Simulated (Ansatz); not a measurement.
# Molecular dynamics of Li

The input (input.yaml):

```yaml
accuracy: low
crystal:
  lattice:
    - [7.094447, 0.0, 0.0]
    - [0.0, 7.094447, 0.0]
    - [0.0, 0.0, 7.094447]
  atoms:
    - { symbol: Li, position: [0.0, 0.0, 0.0] }
    - { symbol: Li, position: [0.5, 0.0, 0.0] }
    - { symbol: Li, position: [0.0, 0.5, 0.0] }
    - { symbol: Li, position: [0.0, 0.0, 0.5] }
    - { symbol: Li, position: [0.25, 0.25, 0.25] }
    - { symbol: Li, position: [0.5, 0.5, 0.0] }
    - { symbol: Li, position: [0.5, 0.0, 0.5] }
    - { symbol: Li, position: [0.75, 0.25, 0.25] }
    - { symbol: Li, position: [0.0, 0.5, 0.5] }
    - { symbol: Li, position: [0.25, 0.75, 0.25] }
    - { symbol: Li, position: [0.25, 0.25, 0.75] }
    - { symbol: Li, position: [0.5, 0.5, 0.5] }
    - { symbol: Li, position: [0.75, 0.75, 0.25] }
    - { symbol: Li, position: [0.75, 0.25, 0.75] }
    - { symbol: Li, position: [0.25, 0.75, 0.75] }
    - { symbol: Li, position: [0.75, 0.75, 0.75] }
basis:
  ecutwfc: 420.0
kpoints:
  mp_grid: { grid: [3, 3, 3] }
hamiltonian:
  xc: lda
scf:
  occupations: { method: fermi_dirac, width: 0.16 }
  lower_state_search: "off"
md:
  timestep: 1
  n_steps: 100
  ensemble: nvt_langevin
  temperature: 1800.0
  initial_velocities: maxwell_boltzmann
  seed: 448628
  friction: 0.02
```

Run as:

```bash
$ ansatz run input.yaml --threads 1 --pin off --max-ram 3072MiB --backend cpu --events-out ev --progress --plain --runs-dir out
```

It starts from a structure without forces on its atoms.

Output, in part (one step line in 2):

```
md step     0: t =     0.00 fs  T =  1687.5 K  F+E_penalty+E_count = -3226.31365466 eV  E_kin = 3.490020 eV  (6 SCF iters)
md step     2: t =     2.00 fs  T =  1567.1 K  F+E_penalty+E_count = -3226.29088732 eV  E_kin = 3.241033 eV  (6 SCF iters)
md step     4: t =     4.00 fs  T =  1646.5 K  F+E_penalty+E_count = -3226.22742777 eV  E_kin = 3.405312 eV  (6 SCF iters)
md step     6: t =     6.00 fs  T =  1538.2 K  F+E_penalty+E_count = -3226.13081743 eV  E_kin = 3.181290 eV  (5 SCF iters)
md step     8: t =     8.00 fs  T =  1420.6 K  F+E_penalty+E_count = -3226.01050660 eV  E_kin = 2.938036 eV  (5 SCF iters)
md step    10: t =    10.00 fs  T =  1409.2 K  F+E_penalty+E_count = -3225.86947444 eV  E_kin = 2.914402 eV  (6 SCF iters)
md step    12: t =    12.00 fs  T =  1119.0 K  F+E_penalty+E_count = -3225.71681055 eV  E_kin = 2.314215 eV  (5 SCF iters)
md step    14: t =    14.00 fs  T =  1113.0 K  F+E_penalty+E_count = -3225.55220157 eV  E_kin = 2.301848 eV  (5 SCF iters)
md step    16: t =    16.00 fs  T =   860.4 K  F+E_penalty+E_count = -3225.40195005 eV  E_kin = 1.779434 eV  (5 SCF iters)
md step    18: t =    18.00 fs  T =   808.3 K  F+E_penalty+E_count = -3225.27675222 eV  E_kin = 1.671768 eV  (5 SCF iters)
md step    20: t =    20.00 fs  T =   756.8 K  F+E_penalty+E_count = -3225.16922257 eV  E_kin = 1.565092 eV  (6 SCF iters)
md step    22: t =    22.00 fs  T =   679.2 K  F+E_penalty+E_count = -3225.07875490 eV  E_kin = 1.404764 eV  (5 SCF iters)
md step    24: t =    24.00 fs  T =   780.0 K  F+E_penalty+E_count = -3225.01867999 eV  E_kin = 1.613221 eV  (5 SCF iters)
md step    26: t =    26.00 fs  T =   860.4 K  F+E_penalty+E_count = -3224.98318879 eV  E_kin = 1.779513 eV  (5 SCF iters)
md step    28: t =    28.00 fs  T =   911.8 K  F+E_penalty+E_count = -3224.95867958 eV  E_kin = 1.885718 eV  (5 SCF iters)
md step    30: t =    30.00 fs  T =   996.5 K  F+E_penalty+E_count = -3224.94108971 eV  E_kin = 2.061002 eV  (6 SCF iters)
md step    32: t =    32.00 fs  T =  1027.4 K  F+E_penalty+E_count = -3224.94060198 eV  E_kin = 2.124845 eV  (5 SCF iters)
md step    34: t =    34.00 fs  T =   963.9 K  F+E_penalty+E_count = -3224.93254578 eV  E_kin = 1.993498 eV  (5 SCF iters)
md step    36: t =    36.00 fs  T =   830.5 K  F+E_penalty+E_count = -3224.89915185 eV  E_kin = 1.717641 eV  (5 SCF iters)
md step    38: t =    38.00 fs  T =   929.8 K  F+E_penalty+E_count = -3224.82951890 eV  E_kin = 1.922998 eV  (5 SCF iters)
md step    40: t =    40.00 fs  T =  1010.5 K  F+E_penalty+E_count = -3224.73677980 eV  E_kin = 2.089959 eV  (6 SCF iters)
md step    42: t =    42.00 fs  T =   868.6 K  F+E_penalty+E_count = -3224.65057943 eV  E_kin = 1.796434 eV  (5 SCF iters)
md step    44: t =    44.00 fs  T =   983.6 K  F+E_penalty+E_count = -3224.59352290 eV  E_kin = 2.034245 eV  (5 SCF iters)
md step    46: t =    46.00 fs  T =   961.1 K  F+E_penalty+E_count = -3224.52355767 eV  E_kin = 1.987722 eV  (5 SCF iters)
md step    48: t =    48.00 fs  T =   941.1 K  F+E_penalty+E_count = -3224.46434022 eV  E_kin = 1.946277 eV  (5 SCF iters)
md step    50: t =    50.00 fs  T =   930.9 K  F+E_penalty+E_count = -3224.43188053 eV  E_kin = 1.925257 eV  (6 SCF iters)
md step    52: t =    52.00 fs  T =   955.8 K  F+E_penalty+E_count = -3224.41380012 eV  E_kin = 1.976777 eV  (5 SCF iters)
md step    54: t =    54.00 fs  T =   812.9 K  F+E_penalty+E_count = -3224.42257792 eV  E_kin = 1.681299 eV  (5 SCF iters)
md step    56: t =    56.00 fs  T =   930.4 K  F+E_penalty+E_count = -3224.44095604 eV  E_kin = 1.924222 eV  (5 SCF iters)
md step    58: t =    58.00 fs  T =  1076.0 K  F+E_penalty+E_count = -3224.46688447 eV  E_kin = 2.225313 eV  (5 SCF iters)
md step    60: t =    60.00 fs  T =  1245.7 K  F+E_penalty+E_count = -3224.46473682 eV  E_kin = 2.576286 eV  (6 SCF iters)
md step    62: t =    62.00 fs  T =  1343.9 K  F+E_penalty+E_count = -3224.45020786 eV  E_kin = 2.779440 eV  (5 SCF iters)
md step    64: t =    64.00 fs  T =  1475.9 K  F+E_penalty+E_count = -3224.44940561 eV  E_kin = 3.052294 eV  (5 SCF iters)
md step    66: t =    66.00 fs  T =  1564.1 K  F+E_penalty+E_count = -3224.43931487 eV  E_kin = 3.234709 eV  (5 SCF iters)
md step    68: t =    68.00 fs  T =  1787.9 K  F+E_penalty+E_count = -3224.42343935 eV  E_kin = 3.697625 eV  (5 SCF iters)
md step    70: t =    70.00 fs  T =  1691.4 K  F+E_penalty+E_count = -3224.40054785 eV  E_kin = 3.497985 eV  (6 SCF iters)
md step    72: t =    72.00 fs  T =  1926.6 K  F+E_penalty+E_count = -3224.35282835 eV  E_kin = 3.984520 eV  (5 SCF iters)
md step    74: t =    74.00 fs  T =  1872.6 K  F+E_penalty+E_count = -3224.27708850 eV  E_kin = 3.872879 eV  (5 SCF iters)
md step    76: t =    76.00 fs  T =  1960.3 K  F+E_penalty+E_count = -3224.18848622 eV  E_kin = 4.054282 eV  (5 SCF iters)
md step    78: t =    78.00 fs  T =  2027.0 K  F+E_penalty+E_count = -3224.12732442 eV  E_kin = 4.192231 eV  (5 SCF iters)
md step    80: t =    80.00 fs  T =  1896.4 K  F+E_penalty+E_count = -3224.08886550 eV  E_kin = 3.922130 eV  (6 SCF iters)
md step    82: t =    82.00 fs  T =  1844.0 K  F+E_penalty+E_count = -3224.08958455 eV  E_kin = 3.813665 eV  (5 SCF iters)
md step    84: t =    84.00 fs  T =  1955.7 K  F+E_penalty+E_count = -3224.07518884 eV  E_kin = 4.044632 eV  (5 SCF iters)
md step    86: t =    86.00 fs  T =  1807.5 K  F+E_penalty+E_count = -3224.04160704 eV  E_kin = 3.738192 eV  (5 SCF iters)
md step    88: t =    88.00 fs  T =  1830.3 K  F+E_penalty+E_count = -3224.03073800 eV  E_kin = 3.785343 eV  (5 SCF iters)
md step    90: t =    90.00 fs  T =  1774.2 K  F+E_penalty+E_count = -3224.05342211 eV  E_kin = 3.669378 eV  (6 SCF iters)
md step    92: t =    92.00 fs  T =  1986.8 K  F+E_penalty+E_count = -3224.08889361 eV  E_kin = 4.109014 eV  (5 SCF iters)
md step    94: t =    94.00 fs  T =  2050.6 K  F+E_penalty+E_count = -3224.11749995 eV  E_kin = 4.241027 eV  (5 SCF iters)
md step    96: t =    96.00 fs  T =  1966.1 K  F+E_penalty+E_count = -3224.11892186 eV  E_kin = 4.066178 eV  (5 SCF iters)
md step    98: t =    98.00 fs  T =  2055.0 K  F+E_penalty+E_count = -3224.08165660 eV  E_kin = 4.250120 eV  (5 SCF iters)
md step   100: t =   100.00 fs  T =  1953.0 K  F+E_penalty+E_count = -3223.98699088 eV  E_kin = 4.039190 eV  (6 SCF iters)
```

The run went to its last step. A run of 0.1 ps of so small a system gives no equilibrium averages. Limits of this set-up: coarse k mesh, low accuracy level.

Mean squared displacements from the first frame to the last, about the centre of mass: Li 0.39 Å².

Last frame:

```xyz
16
Lattice="7.0944 0.0000 0.0000 0.0000 7.0944 0.0000 0.0000 0.0000 7.0944" Properties=species:S:1:pos:R:3
Li -0.281 0.449 0.472
Li 3.133 0.139 -1.137
Li -0.253 4.479 -0.038
Li 0.365 0.349 2.953
Li 1.151 2.701 1.984
Li 3.386 4.151 0.337
Li 3.819 0.523 3.445
Li 5.068 2.342 1.932
Li -0.437 4.365 3.054
Li 1.558 5.440 1.666
Li 1.076 2.330 5.553
Li 3.148 3.413 4.137
Li 4.741 5.473 1.696
Li 5.677 2.540 5.005
Li 1.524 5.862 5.046
Li 5.780 5.981 5.015
```

The run took 18 min on 1 thread of Arm Neoverse V1, on a shared host, peak memory 0.73 GiB.
